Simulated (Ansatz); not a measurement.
# YbMn2Sb2: the cost of one run

Method: DFT r²SCAN, scalar-relativistic, plane waves, PAW, in Ansatz 0.2.0.

### Step 1. The structure to begin with

The structure is trigonal, space group P-3m1 (No. 164). Conventional cell: a = 4.501 Å, b = 4.501 Å, c = 7.297 Å, α = 90.00°, β = 90.00°, γ = 120.00°. Yb (site symmetry -3m) has 6 Sb at 3.17 Å in its first shell of neighbours. Mn (site symmetry 3m) is surrounded by 4 Sb at 2.72 to 2.76 Å. Sb (site symmetry 3m) has 4 Mn at 2.72 to 2.76 Å and 3 Yb at 3.17 Å in its first shell of neighbours.

As a file:

```
CELL_PARAMETERS angstrom
4.50112 0.00000 0.00000
-2.25056 3.89808 0.00000
0.00000 0.00000 7.29691
ATOMIC_POSITIONS crystal
Yb 0.00000 0.00000 0.00000
Mn 0.33333 0.66667 0.62203
Mn 0.66667 0.33333 0.37797
Sb 0.33333 0.66667 0.24901
Sb 0.66667 0.33333 0.75099
```

An earlier run at r²SCAN left this cell at 25.606 Å³/atom and -0.01 GPa (10×10×6 mesh). The large moments point both ways and cancel.

### Step 2. Field gradients and densities at the nuclei

Contents of input.yaml:

```yaml
crystal:
  lattice:
    - [4.5011203296, 0.0, 0.0]
    - [-2.2505601648, 3.898084551, 0.0]
    - [0.0, 0.0, 7.2969073001]
  atoms:
    - { symbol: Yb, position: [0.0, 0.0, 4.4e-09] }
    - { symbol: Mn, position: [0.3333333333, 0.6666666667, 0.6220315322], spin: 4.63 }
    - { symbol: Mn, position: [0.6666666667, 0.3333333333, 0.3779684644], spin: -4.63 }
    - { symbol: Sb, position: [0.3333333333, 0.6666666667, 0.2490074] }
    - { symbol: Sb, position: [0.6666666667, 0.3333333333, 0.750992599] }
basis:
  ecutwfc: 500
  ecutrho_ratio: 4
kpoints:
  mp_grid: { grid: [10, 10, 6] }
hamiltonian:
  xc: r2scan
scf:
  occupations: { method: gaussian, width: 0.05 }
output:
  forces: true
  stress: true
  eigenvalues: true
  populations: true
  efg:
    contact_densities: true
    quadrupole_moments_barn: { Mn: 0.33, Sb: -0.543, Yb: 2.8 }
magnetization:
  spin_polarized: true
checkpoint:
  read: start.run
  write: ck
  compress: false
  write_wavefunctions: false
  write_every: 100000
```

The run starts from a saved state of the same cell, the folder start.run.

Run with:

```console
$ ansatz run input.yaml --threads 8 --pin off --max-ram 22528MiB --backend cpu --events-out ev --progress --plain --runs-dir out
```

What time and memory should one allow on 8 threads of AMD EPYC 7R13 (Zen 3), shared host?

About 19 s, with a peak of 1.7 GiB.
